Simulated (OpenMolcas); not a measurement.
# Co⁴⁺ among point charges: CASSCF and CASPT2 levels and susceptibility, part 2 of 2

How does a field of 6 point charges split the states of Co⁴⁺, and what χT follows?

OpenMolcas 26.06; ANO-RCC-VTZP, DKH2, active space 5 electrons in 5 orbitals (3d), orbitals: per spin and parity. Surroundings: 6 point charges of -2.2 e arranged as a trigonal prism (D3h), 1.97 Å from the ion, with a polar angle of 42.2° against the regular 49.1°. Earlier steps stand in the parts before.

### 7 CASPT2: IPEA 0.25, imaginary shift 0.1 (closed shells correlated: 3s 3p)

a.inp

```
>>> COPY JOB001 $Project.JobIph
&CASPT2
Multistate=1 1
Frozen=5
IPEA=0.25
Imaginary=0.1
MaxIter=60
WThr=0.0 0.3 0.05
PrWF=0.5
NoMix
>>> COPY JOB002 $Project.JobIph
&CASPT2
Multistate=24 1 2 3 4 5 6 7 8 9 10 11 12 13 14 15 16 17 18 19 20 21 22
23 24
NoMult
Frozen=5
IPEA=0.25
Imaginary=0.1
MaxIter=60
WThr=0.0 0.3 0.05
PrWF=0.5
NoMix
>>> COPY JOB003 $Project.JobIph
&CASPT2
Multistate=75 1 2 3 4 5 6 7 8 9 10 11 12 13 14 15 16 17 18 19 20 21 22
23 24 25 26 27 28 29 30 31 32 33 34 35 36 37 38 39 40 41 42 43 44 45 46
47 48 49 50 51 52 53 54 55 56 57 58 59 60 61 62 63 64 65 66 67 68 69 70
71 72 73 74 75
NoMult
Frozen=5
IPEA=0.25
Imaginary=0.1
MaxIter=60
WThr=0.0 0.3 0.05
PrWF=0.5
NoMix
```

Log:

```text
Orbital specifications:
      -----------------------

      Symmetry species                           1
                                                 a
      Frozen orbitals                            5
      Inactive orbitals                          4
      Active orbitals                            5
      Secondary orbitals                        45
      Deleted orbitals                           0
      Number of basis functions                 59
Type of calculation                        SS-CASPT2
      Fock operator                              state-specific
      IPEA shift                                 0.25
      Real shift                                 0.00
      Imaginary shift                            0.10
      The input orbitals will be transformed to quasi-canonical
Reference energy:       -1402.2302282516
      E2 (Non-variational):      -0.3347298059
      Shift correction:          -0.0000473799
      E2 (Variational):          -0.3347771858
      Total energy:           -1402.5650054374
      Residual norm:              0.0000007523
      Reference weight:           0.96589
      Contributions to the CASPT2 correlation energy
      Active & Virtual Only:         -0.0595853965
      One Inactive Excited:          -0.1769923094
      Two Inactive Excited:          -0.0981521001
::    CASPT2 Root  1     Total energy:  -1402.56500544
Orbital specifications:
      -----------------------

      Symmetry species                           1
                                                 a
      Frozen orbitals                            5
      Inactive orbitals                          4
      Active orbitals                            5
      Secondary orbitals                        45
      Deleted orbitals                           0
      Number of basis functions                 59
Type of calculation                        SS-CASPT2
      Fock operator                              state-specific
      IPEA shift                                 0.25
      Real shift                                 0.00
      Imaginary shift                            0.10
      The input orbitals will be transformed to quasi-canonical
Reference energy:       -1402.0466556266
      E2 (Non-variational):      -0.3519306210
      Shift correction:          -0.0000555904
      E2 (Variational):          -0.3519862114
      Total energy:           -1402.3986418380
      Residual norm:              0.0000001291
      Reference weight:           0.96294
      Contributions to the CASPT2 correlation energy
      Active & Virtual Only:         -0.0685518922
      One Inactive Excited:          -0.1855533726
      Two Inactive Excited:          -0.0978253562
Reference energy:       -1402.0466392074
      E2 (Non-variational):      -0.3519355141
      Shift correction:          -0.0000555924
      E2 (Variational):          -0.3519911065
      Total energy:           -1402.3986303140
      Residual norm:              0.0000001291
      Reference weight:           0.96294
      Contributions to the CASPT2 correlation energy
      Active & Virtual Only:         -0.0685605095
      One Inactive Excited:          -0.1855493109
      Two Inactive Excited:          -0.0978256938
::    CASPT2 Root  1     Total energy:  -1402.39864184
::    CASPT2 Root  2     Total energy:  -1402.39863031
::    CASPT2 Root  3     Total energy:  -1402.39303916
::    CASPT2 Root  4     Total energy:  -1402.39302950
::    CASPT2 Root  5     Total energy:  -1402.39168249
::    CASPT2 Root  6     Total energy:  -1402.39168256
::    CASPT2 Root  7     Total energy:  -1402.39069765
::    CASPT2 Root  8     Total energy:  -1402.39070992
::    CASPT2 Root  9     Total energy:  -1402.38623217
::    CASPT2 Root 10     Total energy:  -1402.37810671
::    CASPT2 Root 11     Total energy:  -1402.37810667
::    CASPT2 Root 12     Total energy:  -1402.36954810
::    CASPT2 Root 13     Total energy:  -1402.35760108
::    CASPT2 Root 14     Total energy:  -1402.35766942
::    CASPT2 Root 15     Total energy:  -1402.35463902
::    CASPT2 Root 16     Total energy:  -1402.34069257
::    CASPT2 Root 17     Total energy:  -1402.34069248
::    CASPT2 Root 18     Total energy:  -1402.27200543
::    CASPT2 Root 19     Total energy:  -1402.26165767
::    CASPT2 Root 20     Total energy:  -1402.26165504
::    CASPT2 Root 21     Total energy:  -1402.26194379
::    CASPT2 Root 22     Total energy:  -1402.26194384
::    CASPT2 Root 23     Total energy:  -1402.25733096
::    CASPT2 Root 24     Total energy:  -1402.25727290
Orbital specifications:
      -----------------------

      Symmetry species                           1
                                                 a
      Frozen orbitals                            5
      Inactive orbitals                          4
      Active orbitals                            5
      Secondary orbitals                        45
      Deleted orbitals                           0
      Number of basis functions                 59
Type of calculation                        SS-CASPT2
      Fock operator                              state-specific
      IPEA shift                                 0.25
      Real shift                                 0.00
      Imaginary shift                            0.10
      The input orbitals will be transformed to quasi-canonical
Reference energy:       -1401.9620565040
      E2 (Non-variational):      -0.3515931478
      Shift correction:          -0.0000571710
      E2 (Variational):          -0.3516503188
      Total energy:           -1402.3137068228
      Residual norm:              0.0000004896
      Reference weight:           0.96331
      Contributions to the CASPT2 correlation energy
      Active & Virtual Only:         -0.0669803931
      One Inactive Excited:          -0.1931195076
      Two Inactive Excited:          -0.0914932471
Reference energy:       -1401.9620565039
      E2 (Non-variational):      -0.3515562329
      Shift correction:          -0.0000560779
      E2 (Variational):          -0.3516123109
      Total energy:           -1402.3136688148
      Residual norm:              0.0000005025
      Reference weight:           0.96333
      Contributions to the CASPT2 correlation energy
      Active & Virtual Only:         -0.0669650957
      One Inactive Excited:          -0.1930994001
      Two Inactive Excited:          -0.0914917372
::    CASPT2 Root  1     Total energy:  -1402.31370682
::    CASPT2 Root  2     Total energy:  -1402.31366881
::    CASPT2 Root  3     Total energy:  -1402.31294255
::    CASPT2 Root  4     Total energy:  -1402.31294016
::    CASPT2 Root  5     Total energy:  -1402.31263470
::    CASPT2 Root  6     Total energy:  -1402.31263515
::    CASPT2 Root  7     Total energy:  -1402.31151572
::    CASPT2 Root  8     Total energy:  -1402.30962271
::    CASPT2 Root  9     Total energy:  -1402.30966989
::    CASPT2 Root 10     Total energy:  -1402.30706456
::    CASPT2 Root 11     Total energy:  -1402.30706454
::    CASPT2 Root 12     Total energy:  -1402.30772286
::    CASPT2 Root 13     Total energy:  -1402.30772272
::    CASPT2 Root 14     Total energy:  -1402.29825059
::    CASPT2 Root 15     Total energy:  -1402.29825226
::    CASPT2 Root 16     Total energy:  -1402.29006953
::    CASPT2 Root 17     Total energy:  -1402.29005426
::    CASPT2 Root 18     Total energy:  -1402.29022676
::    CASPT2 Root 19     Total energy:  -1402.29022669
::    CASPT2 Root 20     Total energy:  -1402.28741952
::    CASPT2 Root 21     Total energy:  -1402.28728360
::    CASPT2 Root 22     Total energy:  -1402.28653591
::    CASPT2 Root 23     Total energy:  -1402.28653599
::    CASPT2 Root 24     Total energy:  -1402.27448066
::    CASPT2 Root 25     Total energy:  -1402.27447991
::    CASPT2 Root 26     Total energy:  -1402.27042274
::    CASPT2 Root 27     Total energy:  -1402.27042861
::    CASPT2 Root 28     Total energy:  -1402.26804111
::    CASPT2 Root 29     Total energy:  -1402.26803781
::    CASPT2 Root 30     Total energy:  -1402.26693087
```

This run: 24 s of run time, 1 thread, shared host.

SS-CASPT2: lowest energy less the reference's lowest, -0.3348 hartree; reference weights 0.955 to 0.966.

States without spin-orbit coupling:

```tsv
state	degeneracy	E (cm-1)	free-ion L (%)
6A1	1	0	S (100)
4A2	1	36513	G (94)
4A1	1	36515	G (94)
4E	2	37743	G (94)
4E	2	38040	G (83)
4E	2	38255	G (100)
4A1	1	39236	G (100)
4E	2	41020	P (47)
4A2	1	42898	P (100)
4E	2	45512	D (90)
4A1	1	46170	D (100)
4E	2	49231	D (53)
2E	2	55158	I (90)
2A1	1	55321	I (92)
2A2	1	55322	I (92)
2E	2	55389	I (96)
2A1	1	55635	I (97)
2E	2	56045	I (96)
doublet	2	56467	I (100)
2E	2	56611	I (100)
2E	2	58546	D (61)
2E	2	60307	D (66)
2A1	1	60341	F (80)
2A2	1	60345	F (80)
```

With spin-orbit coupling:

```
E (cm-1)  Degeneracy  Label  2S+1                g
       0           2   E1/2     6  0.00 0.00 10.01
       1           2   E3/2     6   0.00 0.00 6.01
       1           2   E1/2     6   2.00 6.01 6.01
   36360           2   E3/2     4  0.00 0.00 11.99
   36430           2   E1/2     4   0.10 0.10 8.00
   36520           2   E1/2     4   0.10 0.10 4.02
   36640           2   E3/2     4   0.00 0.00 0.03
   37550           2   E1/2     4   0.00 0.00 9.98
   37590           2   E1/2     4   0.00 0.00 6.73
   37750           2   E3/2     4   0.00 0.00 2.40
   37820           2   E1/2     4   0.00 0.00 7.24
   37900           2   E1/2     4   0.08 0.08 1.76
   38000           2   E3/2     4   0.00 0.00 3.58
   38130           2   E1/2     4   0.15 1.55 1.55
   38230           2   E1/2     4   0.00 0.00 2.02
   38250           2   E1/2     4   1.30 1.30 3.91
   38260           2   E1/2     4  0.00 0.00 14.00
   38280           2   E1/2     4   0.00 0.00 6.02
   38290           2   E3/2     4  0.00 0.00 10.01
   39220           2   E1/2     4   2.00 3.80 3.80
   39240           2   E3/2     4   0.00 0.00 6.00
   40390           2   E1/2     4   0.00 0.00 7.96
   40680           2   E3/2     4   0.00 0.00 3.99
   41060           2   E1/2     4   0.14 0.50 0.50
```

Powder χT (cm³ K/mol): 4.36 at 2 K, 4.38 at 5 K, 4.38 at 10 K, 4.38 at 20 K, 4.38 at 50 K, 4.38 at 100 K, 4.38 at 150 K, 4.38 at 200 K, 4.38 at 250 K, 4.38 at 300 K.

### 8 The methods side by side

A. CASSCF
B. SS-CASPT2, IPEA 0.25, imaginary shift 0.1 (closed shells correlated: 3s 3p)

```tsv
method	ground state	first gap with spin-orbit (cm-1)	χT at 300 K
A	6A1	1.0	4.39
B	6A1	0.7	4.38
```

### 9 What came out

The summary covers parts 1 to 2.

| quantity | value |
| --- | --- |
| method | SS-CASPT2, IPEA 0.25, imaginary shift 0.1 (closed shells correlated: 3s 3p) |
| spin-free ground state | 6A1, 1-fold in its orbital part |
| lowest level | 2-fold E1/2, g = 0.00, 0.00, 10.01 |
| next level | 0.7 cm⁻¹ |
| χT at 300 K | 4.38 cm³ K/mol |
| effective moment at 300 K | 5.92 μB |

Cost by method:

```tsv
method	time of its own steps	time with the reference
A. CASSCF	25 s	25 s
B. SS-CASPT2, IPEA 0.25, imaginary shift 0.1, +3s 3p	24 s	49 s
```

Times are of one thread on a shared host.

In words: The spin-free ground state (6A1) comes to 100 % from free-ion S terms and keeps the highest spin of the shell. χT at 300 K is 4.38, against 4.39 cm³ K/mol for the spin alone, as a half-filled shell (L = 0) has no orbital moment. An active space of the d shell alone favours high spin; real ions in strong fields can be low spin. CASPT2 does not keep the components of a term degenerate, and the means are used. The field of point charges can differ much from that of real complexes. With metal d orbitals alone active, the gaps between spin states are rough; where two lie within a few thousand cm-1, their order is open. Point charges carry no covalency, so the field is a model and not that of real ligands.
